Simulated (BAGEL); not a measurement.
# HF/6-311+G(d,p) (density fitting with qzvpp-jkfit) run of B2H4ClO− (SMILES [BH3-]B(O)Cl)

What is the vertical singlet–triplet gap of B2H4ClO− at HF/6-311+G** (density fitting with qzvpp-jkfit)? 

Program for the calculation: BAGEL 1.2.2.

2 further runs of the same task are left out: 2 set aside as unsound or not needed.

**1. The molecule**

B2H4ClO−: 8 atoms, total charge -1, spin state singlet. SMILES: `[BH3-]B(O)Cl`. Geometry: relaxed at GFN2-xTB. This is one conformer, not always the lowest.

Bond lengths: B1–B2 1.690 Å, B2–O3 1.347 Å, B2–Cl4 1.856 Å, B1–H5 1.226 Å, B1–H6 1.221 Å, B1–H7 1.220 Å, O3–H8 0.962 Å. Angles: B1–B2–O3 128.6°, B1–B2–Cl4 122.0°, O3–B2–Cl4 109.3°, B2–B1–H5 107.8°, B2–B1–H6 112.6°, B2–B1–H7 111.9°, B2–O3–H8 115.8°, H5–B1–H6 107.3°, H5–B1–H7 108.0°, H6–B1–H7 109.0°.

**2. A single-point energy at HF/6-311+G(d,p) (density fitting with qzvpp-jkfit)**

File calc.json:

```json
{ "bagel": [

{
  "title": "molecule",
  "basis": "6-311+gss.json",
  "df_basis": "qzvpp-jkfit",
  "angstrom": "true",
  "geometry": [
    { "atom": "B", "xyz": [   -0.447790,    1.016350,   -0.227060 ] },
    { "atom": "B", "xyz": [    0.233460,   -0.506760,    0.040260 ] },
    { "atom": "O", "xyz": [    1.006850,   -0.913170,    1.065530 ] },
    { "atom": "Cl", "xyz": [   -0.095510,   -1.942480,   -1.088400 ] },
    { "atom": "H", "xyz": [   -1.620560,    0.971210,    0.128850 ] },
    { "atom": "H", "xyz": [   -0.437240,    1.334120,   -1.405530 ] },
    { "atom": "H", "xyz": [    0.110170,    1.884620,    0.423290 ] },
    { "atom": "H", "xyz": [    1.250620,   -1.843890,    1.063070 ] }
  ]
},
{
  "title": "hf",
  "charge": -1
},
{
  "title": "print",
  "file": "orbitals.molden",
  "orbitals": "true"
}

]}
```

The basis set 6-311+G** is read from a file made from the Basis Set Exchange's data (not shown).

The run is started by

```bash
$ BAGEL_NUM_THREADS=1 BAGEL calc.json > calc.out
```

Log:

```text
* using 1 threads per process

  ===============================================================
  ===============================================================

  *** Geometry ***

  { "atom" : "B", "xyz" : [     -0.846200,      1.920623,     -0.429081 ] },
  { "atom" : "B", "xyz" : [      0.441175,     -0.957638,      0.076080 ] },
  { "atom" : "O", "xyz" : [      1.902671,     -1.725641,      2.013560 ] },
  { "atom" : "Cl", "xyz" : [     -0.180488,     -3.670755,     -2.056778 ] },
  { "atom" : "H", "xyz" : [     -3.062415,      1.835321,      0.243491 ] },
  { "atom" : "H", "xyz" : [     -0.826264,      2.521121,     -2.656067 ] },
  { "atom" : "H", "xyz" : [      0.208191,      3.561416,      0.799902 ] },
  { "atom" : "H", "xyz" : [      2.363329,     -3.484447,      2.008911 ] },

  Number of auxiliary basis functions:      427

  Since a DF basis is specified, we compute 2- and 3-index integrals:
    o Being stored without compression. Storage requirement is 0.049 GB

  Number of basis functions:      120
  Number of electrons      :       39

    * METHOD: MOLECULE                             0.19

  *** RHF ***

  === Nuclear Repulsion ===
   129.6752458119

      * DIIS with orbital gradients will be used.

  === RHF iteration (6-311+gss.json) ===
      0       -585.94389320          0.02309117           0.06
      1       -586.10786670          0.01554255           0.06
      2       -586.19089204          0.00179254           0.06
      3       -586.19319887          0.00053660           0.06
      4       -586.19346595          0.00010908           0.06
      5       -586.19348254          0.00002697           0.06
      6       -586.19348354          0.00001054           0.06
      7       -586.19348366          0.00000265           0.06
      8       -586.19348367          0.00000078           0.06
      9       -586.19348367          0.00000032           0.06
     10       -586.19348367          0.00000010           0.06
     11       -586.19348367          0.00000003           0.06
     12       -586.19348367          0.00000001           0.06
     13       -586.19348367          0.00000000           0.06
    * SCF iteration converged.

    * Permanent dipole moment:
           (   -1.065035,     2.818547,    -0.269318) a.u.

    * METHOD: HF                                   0.96

    * METHOD: PRINT                                0.03

  ===============================================================
```

Run time: 1.3 s. Hardware: 1 thread of Arm Neoverse V2, shared host; peak memory 0.14 GiB.

**3. The triplet at the same level**

File calc.json:

```json
{ "bagel": [

{
  "title": "molecule",
  "basis": "6-311+gss.json",
  "df_basis": "qzvpp-jkfit",
  "angstrom": true,
  "geometry": [
    { "atom": "B", "xyz": [      -0.447790,       1.016350,      -0.227060 ] },
    { "atom": "B", "xyz": [       0.233460,      -0.506760,       0.040260 ] },
    { "atom": "O", "xyz": [       1.006850,      -0.913170,       1.065530 ] },
    { "atom": "Cl", "xyz": [      -0.095510,      -1.942480,      -1.088400 ] },
    { "atom": "H", "xyz": [      -1.620560,       0.971210,       0.128850 ] },
    { "atom": "H", "xyz": [      -0.437240,       1.334120,      -1.405530 ] },
    { "atom": "H", "xyz": [       0.110170,       1.884620,       0.423290 ] },
    { "atom": "H", "xyz": [       1.250620,      -1.843890,       1.063070 ] }
  ]
},

{
  "title": "uhf",
  "charge": -1,
  "nopen": 2
},

{
  "title": "print",
  "file": "orbitals.molden",
  "orbitals": true
}

]}
```

The basis set 6-311+G** is read from a file made from the Basis Set Exchange's data (not shown).

The run is started by

```bash
$ BAGEL_NUM_THREADS=1 BAGEL calc.json > calc.out
```

Log:

```text
* using 1 threads per process

  ===============================================================
  ===============================================================

  *** Geometry ***

  { "atom" : "B", "xyz" : [     -0.846200,      1.920623,     -0.429081 ] },
  { "atom" : "B", "xyz" : [      0.441175,     -0.957638,      0.076080 ] },
  { "atom" : "O", "xyz" : [      1.902671,     -1.725641,      2.013560 ] },
  { "atom" : "Cl", "xyz" : [     -0.180488,     -3.670755,     -2.056778 ] },
  { "atom" : "H", "xyz" : [     -3.062415,      1.835321,      0.243491 ] },
  { "atom" : "H", "xyz" : [     -0.826264,      2.521121,     -2.656067 ] },
  { "atom" : "H", "xyz" : [      0.208191,      3.561416,      0.799902 ] },
  { "atom" : "H", "xyz" : [      2.363329,     -3.484447,      2.008911 ] },

  Number of auxiliary basis functions:      427

  Since a DF basis is specified, we compute 2- and 3-index integrals:
    o Being stored without compression. Storage requirement is 0.049 GB

  Number of basis functions:      120
  Number of electrons      :       39

    * METHOD: MOLECULE                             0.19

  *** Open-shell HF ***

  === Nuclear Repulsion ===
   129.6752458119

      * DIIS with orbital gradients will be used.

  === UHF iteration (6-311+gss.json) ===
      0       -585.67019582          0.04712496           0.12
      1       -585.82401431          0.04434349           0.12
      2       -585.91559338          0.03194514           0.12
      3       -586.01577200          0.00199343           0.12
      4       -586.01952740          0.00105680           0.12
      5       -586.02073168          0.00059367           0.12
      6       -586.02125703          0.00036196           0.12
      7       -586.02150976          0.00022375           0.12
      8       -586.02161658          0.00013776           0.12
      9       -586.02166712          0.00006213           0.13
     10       -586.02167690          0.00002906           0.13
     11       -586.02167984          0.00001874           0.14
     12       -586.02168137          0.00001189           0.14
     13       -586.02168197          0.00000752           0.14
     14       -586.02168210          0.00000491           0.14
     15       -586.02168213          0.00000342           0.13
     16       -586.02168216          0.00000247           0.13
     17       -586.02168218          0.00000172           0.12
     18       -586.02168219          0.00000116           0.12
     19       -586.02168219          0.00000084           0.12
     20       -586.02168219          0.00000058           0.12
     21       -586.02168219          0.00000037           0.12
     22       -586.02168219          0.00000022           0.12
     23       -586.02168220          0.00000015           0.12
     24       -586.02168220          0.00000012           0.12
     25       -586.02168220          0.00000008           0.12
     26       -586.02168220          0.00000005           0.12
     27       -586.02168220          0.00000003           0.13
     28       -586.02168220          0.00000002           0.14
     29       -586.02168220          0.00000001           0.14
     30       -586.02168220          0.00000001           0.15
    * SCF iteration converged.

    * S^2 (UHF) is 2.0100

    * Permanent dipole moment:
           (    1.785597,    -1.922973,     1.607330) a.u.

    * METHOD: UHF                                  4.11

    * METHOD: PRINT                                0.03

  ===============================================================
```

Wall time 4.5 s (1 thread of Arm Neoverse V2, shared host); peak memory 0.14 GiB.

**4. Summary of results**

Level: HF/6-311+G** (density fitting with qzvpp-jkfit).

| quantity | value |
| --- | --- |
| singlet: total energy | -586.19348 Eh |
| singlet: HOMO energy | -5.31 eV |
| singlet: LUMO energy | 4.37 eV |
| singlet: HOMO–LUMO gap (to an unbound level, set by the basis) | 9.68 eV |
| triplet: total energy | -586.02168 Eh |
| triplet: ⟨S²⟩ | 2.010 |
| vertical energy of the triplet above the singlet | 4.675 eV |

At this shape the triplet lies 4.67 eV (451 kJ/mol) above the singlet. For an anion a state so high probably lies above electron detachment.
